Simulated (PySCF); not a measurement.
Molecule: CNH3, in a box.

```xyz
5
Lattice="11.0000 0.0000 0.0000 0.0000 12.0000 0.0000 0.0000 0.0000 10.0000" Properties=species:S:1:pos:R:3 pbc="T T T"
C     5.6889    5.5941    5.0453
N     6.2919    6.5789    4.6887
H     4.6942    5.5606    5.2872
H     6.2276    4.6140    4.9112
H     5.7489    7.4002    4.8525
```

The cell isn't the ideal one: atoms moved at random, drawn with an rms of 0.05 Å.

Base run:

| Item | Value |
| --- | --- |
| Program | PySCF 2.14.0 |
| Functional | BLYP |
| Dispersion | D3(OP) |
| Potentials or basis | cc-pvdz (all-electron) |
| k mesh | 1 × 1 × 1 |
| Occupations | fixed |
| Spin | no spin polarisation |

Its results: gap between the frontier levels 4.89 eV.

Q: After a change of settings the same cell gave: gap between the frontier levels 8.06 eV. Which change was it?
A. functional from BLYP to PBE0; dispersion from D3(OP) to D3
B. functional from BLYP to M06-L; dispersion from D3(OP) to D4
C. functional from BLYP to r2SCAN0; dispersion from D3(OP) to D3(BJ)

A: C.

Caveats: this is a molecule in a periodic box at the Γ point, so its band gap is the HOMO-LUMO gap; the basis of atomic orbitals isn't converged, which shifts pressures, moduli and gaps.

Runs at the PBE level aren't shown here.
